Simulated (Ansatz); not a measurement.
# LaRuPO (P4/nmm): equation of state

An exercise on one series of results from a longer session: the logs are not shown, and one member is left open.

Program: Ansatz 0.2.0. Level of theory: DFT r²SCAN, scalar-relativistic, plane waves, PAW. These are calculated values, not measurements.

## The starting structure

The structure is tetragonal, space group P4/nmm (No. 129). Conventional cell: a = 4.045 Å, b = 4.045 Å, c = 8.514 Å, α = 90.00°, β = 90.00°, γ = 90.00°. Around La (site symmetry 4mm) lie 4 O at 2.37 Å. Around P (site symmetry 4mm) lie 4 Ru at 2.32 Å. Ru (site symmetry -4m2) has 4 P at 2.32 Å as nearest neighbours. O (site symmetry -4m2) has 4 La at 2.37 Å as nearest neighbours.

Coordinates:

```xyz
8
Lattice="4.0449 0.0000 0.0000 0.0000 4.0449 0.0000 0.0000 0.0000 8.5137" Properties=species:S:1:pos:R:3 pbc="T T T"
La    0.0000    2.0225    7.2809
La    2.0225    0.0000    1.2328
P     2.0225    0.0000    5.3999
P     0.0000    2.0225    3.1138
Ru    0.0000    0.0000    4.2568
Ru    2.0225    2.0225    4.2568
O     2.0225    2.0225    0.0000
O     0.0000    0.0000    0.0000
```

An earlier run at r²SCAN left this cell at 17.412 Å³/atom and 0.02 GPa (8×8×4 mesh).

Volume factors to run: 0.980, 1.020, 0.960, 1.040.

The first run:

The input, input.yaml:

```yaml
crystal:
  lattice:
    - [4.0177596218, 0.0, 0.0]
    - [0.0, 4.0177596218, 0.0]
    - [0.0, 0.0, 8.456529803]
  atoms:
    - { symbol: La, position: [0.0, 0.5, 0.8551959241] }
    - { symbol: La, position: [0.5, 0.0, 0.1448040759] }
    - { symbol: P, position: [0.5, 0.0, 0.6342645065] }
    - { symbol: P, position: [0.0, 0.5, 0.3657354935] }
    - { symbol: Ru, position: [0.0, 0.0, 0.5] }
    - { symbol: Ru, position: [0.5, 0.5, 0.5] }
    - { symbol: O, position: [0.5, 0.5, 0.0] }
    - { symbol: O, position: [0.0, 0.0, 0.0] }
basis:
  ecutwfc: 500
  ecutrho_ratio: 4
kpoints:
  mp_grid: { grid: [8, 8, 4] }
hamiltonian:
  xc: r2scan
scf:
  occupations: { method: gaussian, width: 0.05 }
output:
  forces: true
  stress: true
  eigenvalues: true
relax:
  f_tol: 0.01
  max_steps: 40
  cell: { stress_tol: 0.1, fix: [volume] }
```

On the command line:

```console
$ ansatz run input.yaml --threads 4 --pin off --max-ram 10240MiB --backend cpu --events-out ev --progress --plain --runs-dir out
```

Steps of the session up to this table: At 0.980 of the relaxed volume; At 1.020 of the relaxed volume; Scaling the volume by 0.960; Volume × 1.040.

One table of the session follows, with a row left open; its other results are not shown here.

It belongs to the step «The fit». 

| volume (Å³/atom) | energy (meV/atom) | pressure (GPa) |
| --- | --- | --- |
| 16.715 | 10.16 | 4.85 |
| 17.064 | ? | ? |
| 17.412 | 0.00 | 0.02 |
| 17.760 | 2.28 | -2.06 |
| 18.108 | 8.80 | -3.89 |

Q: Estimate the row for volume (Å³/atom) = 17.064 from the others.

Worked estimate for «energy (meV/atom)». A straight line through the neighbours (16.715, 10.16) and (17.412, 0.00) gives 10.16 + (0.00 − 10.16) × (17.064 − 16.715) / (17.412 − 16.715) = 5.07; a parabola fitted to 3 rows on both sides gives 2.62.

The run gave: energy (meV/atom): 2.44; pressure (GPa): 2.30. In «energy (meV/atom)» the line misses by +2.63 and the parabola by +0.18.
